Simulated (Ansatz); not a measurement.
I need a single point in a Gaussian basis of ClFH2O2Ti, SMILES [OH][Ti]([OH])([F])[Cl]. Use the Ansatz DFT code, driven from Python. Settings: r2SCAN, cc-pVDZ basis, multiplicity 1.

Contents of `clfh2o2ti.xyz`:
```text
7

O    -1.22160    0.14240    1.14050
Ti    0.06700    0.06160   -0.30410
O     1.74680   -0.54580    0.43680
F    -0.45220   -1.17460   -1.63680
Cl    0.36090    2.15810   -1.29920
H    -2.02710    0.69180    0.71630
H     1.58740   -1.40160    0.90080
```

The script, `energy_clfh2o2ti.py`:
```python
"""Single point of ClFH2O2Ti."""

import ansatz as az

config = {
    "basis": "cc-pVDZ",
    "xc": "r2SCAN",
}


def main() -> None:
    system = az.Crystal.molecule_from_extxyz("clfh2o2ti.xyz")

    calc = (
        system.calculation()
        .basis(gaussian=config["basis"])
        .functional(config["xc"])
    )
    out = calc.run(threads=1, backend="cpu")
    rep = out.report

    for key in ("converged", "free_energy_ev", "reference_energy_ev", "n_frozen", "n_occupied", "n_virtual"):
        print(f"{key:22s} {rep[key]}")


if __name__ == "__main__":
    main()
```

Running `python energy_clfh2o2ti.py` prints:
```text
converged              True
free_energy_ev         -42484.23561669422
reference_energy_ev    -42484.23561669422
n_frozen               0
n_occupied             [33, 33]
n_virtual              [80, 80]
```

Notes:
- Total energies depend on the basis set; only differences at equal settings carry meaning.
- The geometry is a force-field or estimated start, not a minimum of this method, and the basis set is short of its limit.
- Finished in 9.1 s on 1 thread of Arm Neoverse V2 (shared host), peak memory 0.22 GiB.

(A comment or docstring line of the script was reworded after the run, the code is as it ran; lines on the test bed's own set-up are left out of the output.)
